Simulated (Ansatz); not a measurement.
This script drives Ansatz's Python interface.

Contents of `cl2h6si3.xyz`:
```text
11

Cl   -1.76680    2.35720    1.98610
Si   -0.25290    1.30960    1.22830
Si   -0.98830   -0.17540   -0.37280
Si    1.08930   -1.17340   -0.94660
Cl    0.72450   -2.61580   -2.40300
H     0.38060    0.62580    2.37640
H     0.75160    2.28190    0.66270
H    -1.89340   -1.14120    0.19390
H    -1.58340    0.53170   -1.47960
H     1.98020   -0.19340   -1.47070
H     1.62390   -1.86420    0.24590
```

`run_ip.py`:
```python
import ansatz

SETTINGS = {
    "basis": "def2-SVPD",
    "level": "MP2",
}


def single_point(molecule, charge=0, unpaired=0):
    calc = (
        molecule.calculation()
        .basis(gaussian=SETTINGS["basis"])
        .correlation(SETTINGS["level"])
    )
    if charge:
        calc = calc.charge(charge)
    if unpaired:
        calc = calc.spin("collinear", total=unpaired)
    return calc.run(threads=1, pin="off").report["free_energy_ev"]


def main() -> None:
    geometry = ansatz.Crystal.molecule_from_extxyz("cl2h6si3.xyz")

    parent = single_point(geometry, 0, 0)
    cation = single_point(geometry, 1, 1)
    print(f"E(N)   = {parent:.5f} eV")
    print(f"E(N-1) = {cation:.5f} eV  (1 unpaired)")
    print(f"vertical ionisation energy {cation - parent:.3f} eV")
    anion = single_point(geometry, -1, 1)
    print(f"E(N+1) = {anion:.5f} eV  (1 unpaired)")
    print(f"vertical electron affinity {parent - anion:.3f} eV" + ("" if anion < parent else " (unbound in this basis)"))
    print(f"fundamental gap IP - EA = {cation + anion - 2 * parent:.3f} eV")


if __name__ == "__main__":
    main()
```

It is started by `python run_ip.py`. Estimate its wall time and peak memory on 1 thread of Intel(R) Xeon(R) 6975P-C (Granite Rapids), on a shared host.

It took about 67 s, with a peak of 0.72 GiB, for 3 runs of the engine.

`python run_ip.py` gives:
```text
E(N)   = -48692.93270 eV
E(N-1) = -48683.22980 eV  (1 unpaired)
vertical ionisation energy 9.703 eV
E(N+1) = -48692.39656 eV  (1 unpaired)
vertical electron affinity -0.536 eV (unbound in this basis)
fundamental gap IP - EA = 10.239 eV
```

At this unrelaxed geometry removing an electron costs 9.70 eV and an added one is unbound in this basis (by 0.54 eV).

Reading the output:
- Total energies depend on the basis set; only differences at equal settings carry meaning.
- The geometry is a force-field or estimated start, not a minimum of this method, and the basis set is short of its limit. All parts are taken at fixed geometry, without zero-point energy. At an unrelaxed start these energies can be a whole eV from those at the minimum, and a small affinity can change sign.
- A negative electron affinity means that the anion is unbound here; its size hangs on the basis and tends to about zero as the basis grows, and so does its part in any gap built on it.

(Lines on the test bed's own set-up are left out of the output.)
